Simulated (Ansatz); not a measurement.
# CH7BGaN: the cost of one run

The runs use Ansatz 0.2.0, Gaussian basis; the settings change from run to run.

## Step 1: The geometry

An earlier PBE0-D4 in a triple-zeta def2 set relaxation fixed the geometry.

SMILES `B[NH][GaH][CH3]`, 11 atoms, charge 0, spin multiplicity 1.

Atoms are counted from 1 here; the program's logs count them from 0.

Bond lengths: B1–N2 1.397 Å, B1–H5 1.202 Å, B1–H6 1.201 Å, N2–Ga3 1.864 Å, N2–H7 1.010 Å, Ga3–C4 1.954 Å, Ga3–H8 1.568 Å, C4–H9 1.092 Å, C4–H10 1.093 Å, C4–H11 1.090 Å. Angles: N2–B1–H5 119.1°, N2–B1–H6 120.7°, H5–B1–H6 120.3°, B1–N2–Ga3 125.6°, B1–N2–H7 116.8°, Ga3–N2–H7 117.5°, N2–Ga3–C4 117.4°, N2–Ga3–H8 114.5°, C4–Ga3–H8 128.1°, Ga3–C4–H9 110.1°, Ga3–C4–H10 109.9°, Ga3–C4–H11 111.8°, H9–C4–H10 107.1°, H9–C4–H11 109.0°, H10–C4–H11 108.8°.

As a file:

```xyz
11
CH7BGaN
B     0.5561    1.5023    1.1068
N     1.0451    0.2001    0.9793
Ga    0.3612   -1.1099   -0.1562
C    -1.1745   -0.6277   -1.2649
H    -0.3878    1.8390    0.4432
H     1.0692    2.2775    1.8676
H     1.8394   -0.0472    1.5529
H     1.1154   -2.4830   -0.0940
H    -1.9910   -0.2640   -0.6374
H    -0.9032    0.1854   -1.9423
H    -1.5298   -1.4725   -1.8552
```

## Step 2: PBE0/x2c-TZVPPall

Options: coordinates scaled by 0.92, D4 dispersion.

Contents of in.yaml:

```yaml
crystal:
  periodic: [false, false, false]
  atoms:
    - {symbol: B, position_ang: [0.511589, 1.382147, 1.018262]}
    - {symbol: N, position_ang: [0.961513, 0.184068, 0.900999]}
    - {symbol: Ga, position_ang: [0.332272, -1.021073, -0.143746]}
    - {symbol: C, position_ang: [-1.080559, -0.577471, -1.163693]}
    - {symbol: H, position_ang: [-0.356803, 1.691843, 0.407776]}
    - {symbol: H, position_ang: [0.983636, 2.095266, 1.718229]}
    - {symbol: H, position_ang: [1.692278, -0.043401, 1.428674]}
    - {symbol: H, position_ang: [1.026141, -2.284386, -0.086438]}
    - {symbol: H, position_ang: [-1.831759, -0.242914, -0.586370]}
    - {symbol: H, position_ang: [-0.830936, 0.170611, -1.786919]}
    - {symbol: H, position_ang: [-1.407381, -1.354681, -1.706764]}
basis:
  gaussian: {orbitals: x2c-TZVPPall}
hamiltonian: {xc: {name: PBE0}, dispersion: d4}
output: {forces: true}
```

On the command line:

```
$ ansatz run in.yaml --threads 4 --pin off --events-out ev --progress --plain --max-ram 10444MiB
```

What time and memory should one allow on 4 threads of AMD EPYC 7B13, shared host?

About 3.4 s, with a peak of 0.68 GiB.
